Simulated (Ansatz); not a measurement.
**WNH (quintet): from Hartree-Fock to the top rungs, def2-TZVPP**

Aim: climb from Hartree-Fock through coupled cluster and multireference methods for WNH (quintet) at one geometry and basis, and see what each rung misses.

The runs use Ansatz 0.2.0, Gaussian basis; def2-TZVPP, core rule «outside noble gas», up to 5 orbitals frozen.

Plan: UHF; CCSD(T) on ROHF; CCSD(T) on UHF; CCSDT(Q) on ROHF; CCSDT(Q) on UHF; CASSCF and NEVPT2, 12 electrons in 11 orbitals.

6 further runs of the same task are left out: 1 for a known fault of the program, 5 set aside as unsound or not needed.

### Step 1. What is computed

The geometry is a PBE0/def2-TZVP stationary point (not a proven minimum) of the parent state, kept for this charge and spin. No spin-orbit coupling is included. Elements past krypton take def2 core potentials.

3 atoms, charge 0, spin multiplicity 5.

Atoms are counted from 1 here; the program's logs count them from 0.

Bond lengths: W1–N2 2.058 Å, N2–H3 1.028 Å. Angles: W1–N2–H3 115.8°.

In the tables R marks a restricted open-shell determinant and U an unrestricted one; 'valence' is the active space of 12 electrons in 11 orbitals; energies count from the table's Hartree-Fock row.

### Step 2. UHF

in.yaml

```yaml
crystal:
  periodic: [false, false, false]
  atoms:
    - {symbol: W, position_ang: [0.000000, 0.005869, 0.157615]}
    - {symbol: N, position_ang: [0.000000, -0.131830, -1.895665]}
    - {symbol: H, position_ang: [0.000000, 0.761470, -2.404753]}
basis:
  gaussian: {orbitals: def2-TZVPP}
magnetization: {spin_polarized: true, initial_magnetization: 4}
hamiltonian: {xc: hf}
output: {orbitals: {seedname: orbitals}}
```

The run is started by

```bash
$ ansatz run in.yaml --threads 1 --pin off --events-out ev --progress --plain --max-ram 2816MiB --backend cpu
```

The log of the run:

```text
Functional definition: HF
  name "HF"
  cite "Fock, Z. Phys. 61, 126 (1930) doi:10.1007/BF01340294"
  parent pbe
  exchange = exact_x
  correlation = 0
763 factors; their error is unknown
mean field evaluation 1: about -3294.7888 eV, gradient 3.5e1 eV
mean field evaluation 2: about -3282.3692 eV, gradient 6.2e1 eV
mean field evaluation 4: about -3301.2204 eV, gradient 2.1e0 eV
mean field evaluation 8: about -3301.2841 eV, gradient 1.4e0 eV
mean field evaluation 16: about -3303.1150 eV, gradient 1.4e0 eV
mean field evaluation 32: about -3036.2460 eV, gradient 2.7e2 eV
mean field evaluation 64: about -3303.2451 eV, gradient 1.0e-5 eV
mean field evaluation 96: about -3301.4266 eV, gradient 1.8e0 eV
mean field evaluation 128: about -3296.2129 eV, gradient 2.0e1 eV
mean field evaluation 160: about -3303.1824 eV, gradient 9.8e-2 eV
mean field evaluation 192: about -3301.3966 eV, gradient 7.3e-1 eV
mean field evaluation 224: about -3302.3417 eV, gradient 3.3e0 eV
mean field evaluation 256: about -3302.4808 eV, gradient 5.8e0 eV
mean field evaluation 288: about -3301.3129 eV, gradient 7.9e-1 eV
mean field evaluation 320: about -3302.1396 eV, gradient 9.2e-1 eV
mean field evaluation 352: about -3299.0813 eV, gradient 8.7e0 eV
mean field evaluation 384: about -3302.3874 eV, gradient 8.3e-1 eV
mean field evaluation 416: about -3301.3955 eV, gradient 1.8e-2 eV
mean field evaluation 448: about -3301.4858 eV, gradient 7.9e-1 eV
mean field evaluation 480: about -3301.4293 eV, gradient 1.3e0 eV
mean field -3303.24511898 eV, -121.3920191024 hartree, gradient 3.7e-5 eV, S^2 6.910717; 14 other end points of the search recorded, 0 dependent functions left out
reference -3303.24511898 eV, -121.3920191024 hartree; 13, 9 occupied and 88, 92 virtual orbitals, 763 factors
Total energy: -3303.24511898 eV, -121.3920191024 hartree
```

Wall time 14 s (1 thread of AMD EPYC 7R13, shared host).

From the report: ⟨S²⟩ of the determinant 6.911 (pure quintet: 6.00). The determinant is far from a pure spin state, so its energy mixes those of several spin states (harmless only where they are near-degenerate, as at dissociation).

### Step 3. CCSD(T) on ROHF

Edit in.yaml of step 2 so:

```diff
@@ -8,4 +8,3 @@
   gaussian: {orbitals: def2-TZVPP}
-magnetization: {spin_polarized: true, initial_magnetization: 4}
-hamiltonian: {xc: hf}
-output: {orbitals: {seedname: orbitals}}
+magnetization: {spin_polarized: false, initial_magnetization: 4}
+correlation: {method: ccsd_t, electrons: outside_noble_gas}
```

The run is started by

```bash
$ ansatz run in.yaml --threads 2 --pin off --events-out ev --progress --plain --max-ram 16896MiB --backend cuda --devices 0, --max-vram 18GiB
```

The log of the run, shortened:

```text
Functional definition: HF
  name "HF"
  cite "Fock, Z. Phys. 61, 126 (1930) doi:10.1007/BF01340294"
  parent pbe
[...]
647 factors; integrals over basis functions are off by at most 7.5e-4 eV
[...]
mean field -3301.32992760 eV, -121.3216371173 hartree, gradient 2.7e-6 eV, S^2 6.000000; 33 other end points of the search recorded, 0 dependent functions left out
[...]
determinant -3301.32992760 eV, -121.3216371173 hartree, with singles and doubles -3311.47179323 eV, -121.6943438051 hartree
determinant -3300.73979533 eV, -121.2999501566 hartree, with singles and doubles -3310.60645850 eV, -121.6625433403 hartree
determinant -3300.72399010 eV, -121.2993693249 hartree, with singles and doubles -3309.79808288 eV, -121.6328360841 hartree
determinant -3300.60081784 eV, -121.2948428279 hartree, with singles and doubles -3309.64909020 eV, -121.6273607041 hartree
[...]
determinant -3300.64482358 eV, -121.2964600090 hartree, with singles and doubles -3311.48027991 eV, -121.6946556847 hartree
determinant -3300.64482358 eV, -121.2964600090 hartree, with singles and doubles -3311.39070212 eV, -121.6913637616 hartree
determinant -3301.32992760 eV, -121.3216371173 hartree, with singles and doubles -3311.40081819 eV, -121.6917355205 hartree
unrestricted determinant -3303.24518620 eV, -121.3920215729 hartree, S^2 6.9107
5 core orbitals not correlated: weight in the atoms' cores, before any rotation towards them, 0.997 or more for the frozen orbitals, at most 0.001 for the correlated occupied ones
reference -3301.32992760 eV, -121.3216371173 hartree; 8, 4 occupied and 88, 92 virtual orbitals, 647 factors
second order -10.03321469 eV of doubles, -0.05687735 eV of singles
cycle   1  -10.07089524 eV  change   -4.6e-6 eV  update   4.3e-6
perturbative correction -0.75309260 eV, -0.0276756427 hartree
Total energy: -3312.15391544 eV, -121.7194113338 hartree
```

It took 64 s on 1 × H100 (card shared with other runs) with 2 threads of AMD EPYC 7R13, shared host; peak host memory 0.88 GiB.

From the report: correlation -10.8240 eV; T1 0.082; largest double amplitude 0.10.

### Step 4. CCSD(T) on UHF

Edit in.yaml of step 3 so:

```diff
@@ -8,3 +8,3 @@
   gaussian: {orbitals: def2-TZVPP}
-magnetization: {spin_polarized: false, initial_magnetization: 4}
+magnetization: {spin_polarized: true, initial_magnetization: 4}
 correlation: {method: ccsd_t, electrons: outside_noble_gas}
```

Same command.

The log of the run, shortened:

```text
Functional definition: HF
  name "HF"
  cite "Fock, Z. Phys. 61, 126 (1930) doi:10.1007/BF01340294"
  parent pbe
[...]
647 factors; integrals over basis functions are off by at most 7.5e-4 eV
[...]
mean field -3303.24518620 eV, -121.3920215729 hartree, gradient 2.3e-6 eV, S^2 6.910716; 22 other end points of the search recorded, 0 dependent functions left out
determinant -3303.24518620 eV, -121.3920215729 hartree, with singles and doubles -3311.58491939 eV, -121.6985011147 hartree
determinant -3302.31803215 eV, -121.3579492899 hartree, with singles and doubles -3310.58592678 eV, -121.6617888135 hartree
determinant -3302.11540978 eV, -121.3505030553 hartree, with singles and doubles -3310.20977976 eV, -121.6479656654 hartree
determinant -3301.55637863 eV, -121.3299590394 hartree, with singles and doubles -3310.93130715 eV, -121.6744813080 hartree
[...]
determinant -3301.21133330 eV, -121.3172788573 hartree, with singles and doubles -3310.81607924 eV, -121.6702467603 hartree
determinant -3301.09928971 eV, -121.3131613313 hartree, with singles and doubles -3309.69541411 eV, -121.6290630763 hartree
determinant -3301.39560537 eV, -121.3240507309 hartree, with singles and doubles -3311.40797938 eV, -121.6919986892 hartree
5 core orbitals not correlated: weight in the atoms' cores, before any rotation towards them, 0.996 or more for the frozen orbitals, at most 0.003 for the correlated occupied ones
reference -3303.24518620 eV, -121.3920215729 hartree; 8, 4 occupied and 88, 92 virtual orbitals, 647 factors
second order -7.48660945 eV of doubles, -0.00000000 eV of singles
cycle   1  -8.28078374 eV  change   -5.9e-1 eV  update   2.7e-2
[...]
cycle  15  -8.38416671 eV  change    8.5e-6 eV  update   1.2e-5
perturbative correction -0.48353093 eV, -0.0177694339 hartree
Total energy: -3312.11288384 eV, -121.7179034505 hartree
```

Wall time 12 s (1 × H100 (card shared with other runs) with 2 threads of AMD EPYC 7R13, shared host); peak host memory 0.85 GiB.

From the report: ⟨S²⟩ of the determinant 6.911 (pure quintet: 6.00); correlation -8.8677 eV; T1 0.078; largest double amplitude 0.11. The determinant is far from a pure spin state, so its energy mixes those of several spin states (harmless only where they are near-degenerate, as at dissociation).

### Step 5. CCSDT(Q) on ROHF

Edit in.yaml of step 4 so:

```diff
@@ -8,3 +8,3 @@
   gaussian: {orbitals: def2-TZVPP}
-magnetization: {spin_polarized: true, initial_magnetization: 4}
-correlation: {method: ccsd_t, electrons: outside_noble_gas}
+magnetization: {spin_polarized: false, initial_magnetization: 4}
+correlation: {method: ccsdt_q, electrons: outside_noble_gas}
```

Launched as before.

The log of the run, shortened:

```text
Functional definition: HF
  name "HF"
  cite "Fock, Z. Phys. 61, 126 (1930) doi:10.1007/BF01340294"
  parent pbe
[...]
1261 factors; integrals over basis functions are off by at most 1.9e-7 eV
[...]
mean field -3301.32994286 eV, -121.3216376781 hartree, gradient 2.2e-6 eV, S^2 6.000000; 34 other end points of the search recorded, 0 dependent functions left out
[...]
determinant -3301.32994286 eV, -121.3216376781 hartree, with singles and doubles -3311.47180044 eV, -121.6943440701 hartree
determinant -3300.73981259 eV, -121.2999507907 hartree, with singles and doubles -3310.60677421 eV, -121.6625549424 hartree
determinant -3300.72400412 eV, -121.2993698405 hartree, with singles and doubles -3309.79682791 eV, -121.6327899647 hartree
determinant -3300.60083163 eV, -121.2948433347 hartree, with singles and doubles -3309.64809423 eV, -121.6273241028 hartree
[...]
determinant -3300.64483808 eV, -121.2964605419 hartree, with singles and doubles -3311.48041904 eV, -121.6946607975 hartree
determinant -3300.64483808 eV, -121.2964605419 hartree, with singles and doubles -3311.39070721 eV, -121.6913639486 hartree
determinant -3301.32994286 eV, -121.3216376781 hartree, with singles and doubles -3311.40082314 eV, -121.6917357025 hartree
unrestricted determinant -3303.24519809 eV, -121.3920220099 hartree, S^2 6.9107
5 core orbitals not correlated: weight in the atoms' cores, before any rotation towards them, 0.997 or more for the frozen orbitals, at most 0.001 for the correlated occupied ones
reference -3301.32994286 eV, -121.3216376781 hartree; 8, 4 occupied and 88, 92 virtual orbitals, 1261 factors
second order -10.03322372 eV of doubles, -0.05687717 eV of singles
cycle   1  -9.03447896 eV  change     1.1e0 eV  update   2.6e-1
[...]
cycle  33  -10.81864183 eV  change   -1.2e-6 eV  update   1.1e-6
perturbative correction -0.03596010 eV, -0.0013215093 hartree
Total energy: -3312.18454478 eV, -121.7205369414 hartree
```

Wall time 85 s (1 × H100 (card shared with other runs) with 2 threads of AMD EPYC 7R13, shared host); peak host memory 1.5 GiB.

From the report: correlation -10.8546 eV; T1 0.077; largest double amplitude 0.13.

### Step 6. CCSDT(Q) on UHF

Edit in.yaml of step 5 so:

```diff
@@ -8,3 +8,3 @@
   gaussian: {orbitals: def2-TZVPP}
-magnetization: {spin_polarized: false, initial_magnetization: 4}
+magnetization: {spin_polarized: true, initial_magnetization: 4}
 correlation: {method: ccsdt_q, electrons: outside_noble_gas}
```

Same command.

The log of the run, shortened:

```text
Functional definition: HF
  name "HF"
  cite "Fock, Z. Phys. 61, 126 (1930) doi:10.1007/BF01340294"
  parent pbe
[...]
1261 factors; integrals over basis functions are off by at most 1.9e-7 eV
[...]
mean field -3303.24519809 eV, -121.3920220099 hartree, gradient 3.5e-6 eV, S^2 6.910715; 22 other end points of the search recorded, 0 dependent functions left out
determinant -3303.24519809 eV, -121.3920220099 hartree, with singles and doubles -3311.58493236 eV, -121.6985015914 hartree
determinant -3302.31804709 eV, -121.3579498390 hartree, with singles and doubles -3310.58594334 eV, -121.6617894221 hartree
determinant -3302.11542366 eV, -121.3505035654 hartree, with singles and doubles -3310.20971913 eV, -121.6479634372 hartree
determinant -3301.55639450 eV, -121.3299596224 hartree, with singles and doubles -3310.93132617 eV, -121.6744820068 hartree
[...]
determinant -3301.21134854 eV, -121.3172794173 hartree, with singles and doubles -3310.81610232 eV, -121.6702476086 hartree
determinant -3301.09930402 eV, -121.3131618572 hartree, with singles and doubles -3309.69542443 eV, -121.6290634556 hartree
determinant -3301.39562117 eV, -121.3240513118 hartree, with singles and doubles -3311.40799826 eV, -121.6919993830 hartree
5 core orbitals not correlated: weight in the atoms' cores, before any rotation towards them, 0.996 or more for the frozen orbitals, at most 0.003 for the correlated occupied ones
reference -3303.24519809 eV, -121.3920220099 hartree; 8, 4 occupied and 88, 92 virtual orbitals, 1261 factors
second order -7.48661261 eV of doubles, -0.00000000 eV of singles
cycle   1  -7.72519956 eV  change   -2.4e-1 eV  update   1.2e-1
[...]
cycle  42  -8.99201971 eV  change   -2.6e-7 eV  update   2.4e-7
perturbative correction -0.08352652 eV, -0.0030695430 hartree
Total energy: -3312.32074433 eV, -121.7255421824 hartree
```

Run time: 89 s. Hardware: 1 × H100 (card shared with other runs) with 2 threads of AMD EPYC 7R13, shared host; peak host memory 1.3 GiB.

From the report: ⟨S²⟩ of the determinant 6.911 (pure quintet: 6.00); correlation -9.0755 eV; T1 0.102; largest double amplitude 0.17. The determinant is far from a pure spin state, so its energy mixes those of several spin states (harmless only where they are near-degenerate, as at dissociation).

### Step 7. CASSCF and NEVPT2, 12 electrons in 11 orbitals

in.yaml

```yaml
crystal:
  periodic: [false, false, false]
  atoms:
    - {symbol: W, position_ang: [0.000000, 0.005869, 0.157615]}
    - {symbol: N, position_ang: [0.000000, -0.131830, -1.895665]}
    - {symbol: H, position_ang: [0.000000, 0.761470, -2.404753]}
basis:
  gaussian: {orbitals: def2-TZVPP}
magnetization: {spin_polarized: false, initial_magnetization: 4}
correlation: {method: sc_nevpt2, electrons: outside_noble_gas, active_space: {window: {electrons: 12, orbitals: 11}, shells: [{species: H, l: s, shell: 1}, {species: "N", l: s, shell: 2}, {species: "N", l: p, shell: 2}, {species: W, l: s, shell: 6}, {species: W, l: d, shell: 5}]}}
```

Launched as before.

The log of the run, shortened:

```text
Functional definition: HF
  name "HF"
  cite "Fock, Z. Phys. 61, 126 (1930) doi:10.1007/BF01340294"
  parent pbe
[...]
1261 factors; integrals over basis functions are off by at most 1.9e-7 eV
[...]
mean field -3301.32994286 eV, -121.3216376781 hartree, gradient 2.2e-6 eV, S^2 6.000000; 17 other end points of the search recorded, 0 dependent functions left out
reference -3301.32994286 eV, -121.3216376781 hartree; 13, 9 occupied and 88, 92 virtual orbitals, 1261 factors
state -3305.03628109 eV, -121.4578430959 hartree
state -3305.03628109 eV, -121.4578430959 hartree; corrected -3310.75400497 eV, -121.6679655729 hartree
Total energy: -3310.75400497 eV, -121.6679655729 hartree
Checks for a lower state left out: starts, orbital_swaps
```

Run time: 32 s. Hardware: 1 × H100 (card shared with other runs) with 2 threads of AMD EPYC 7R13, shared host; peak host memory 0.85 GiB.

From the report: 27,280 determinants; active occupations 2.00, 1.97, 1.93, 1.79, 1.00, 1.00, 1.00, 1.00, 0.21, 0.07, 0.03.

### Step 8. Natural occupations

Natural occupations of the CASSCF valence state about the gap (report; correlated orbitals 1 to 10): 1.995, 1.973, 1.927, 1.792, 1.004, 1.000, 1.000, 1.000, 0.209, 0.073. The count of effectively unpaired electrons, Σ n²(2 − n)², is 4.32; a single determinant of this spin has 4.

### Step 9. Misses and costs

No level here is safe as a reference; RCCSDT(Q) serves as a yardstick only. Rows without a time come out of other runs: HF, MP2 and CCSD of CCSD(T), CCSDT of CCSDT(Q), CASSCF and MRCISD of the multireference runs.

Differences are taken before rounding.

```tsv
method	energy from the lowest RHF (kJ/mol)	from RCCSDT(Q) (kJ/mol)	time
RHF	0.0	+1047.3	
UHF	-184.8	+862.5	
RMP2	-973.5	+73.8	
UMP2	-907.1	+140.2	
RCCSD	-971.7	+75.6	
UCCSD	-993.7	+53.6	
RCCSD(T)	-1044.4	+3.0	64 s
UCCSD(T)	-1040.4	+6.9	12 s
RCCSDT	-1043.8	+3.5	
UCCSDT	-1052.4	-5.1	
RCCSDT(Q)	-1047.3	0	85 s
UCCSDT(Q)	-1060.5	-13.1	89 s
CASSCF valence	-357.6	+689.7	
NEVPT2 valence	-909.3	+138.0	32 s
```

Among the levels timed on like hardware and quicker than the yardstick, those that no quicker one beats, quickest first: UCCSD(T) (12 s, +6.9 kJ/mol); RCCSD(T) (64 s, +3.0 kJ/mol).

### Step 10. Outcome

```
                      quantity          value
RCCSDT(Q) below the RHF energy    -10.8546 eV
           RMP2 from RCCSDT(Q)   +73.8 kJ/mol
           UMP2 from RCCSDT(Q)  +140.2 kJ/mol
          RCCSD from RCCSDT(Q)   +75.6 kJ/mol
       RCCSD(T) from RCCSDT(Q)    +3.0 kJ/mol
       UCCSD(T) from RCCSDT(Q)    +6.9 kJ/mol
      UCCSDT(Q) from RCCSDT(Q)   -13.1 kJ/mol
 NEVPT2 valence from RCCSDT(Q)  +138.0 kJ/mol
                 T1 diagnostic          0.082
effectively unpaired electrons           4.32
```

**Reading.** RCCSD(T) lands +3.0 kJ/mol from the yardstick (0.3 % of the correlation energy). CCSD(T) misses by +3.0 kJ/mol on the restricted determinant and by +6.9 kJ/mol on the unrestricted one; the two need not hold the same state or core. The occupations show some static correlation. Warnings: spin contamination; large T1 diagnostic.
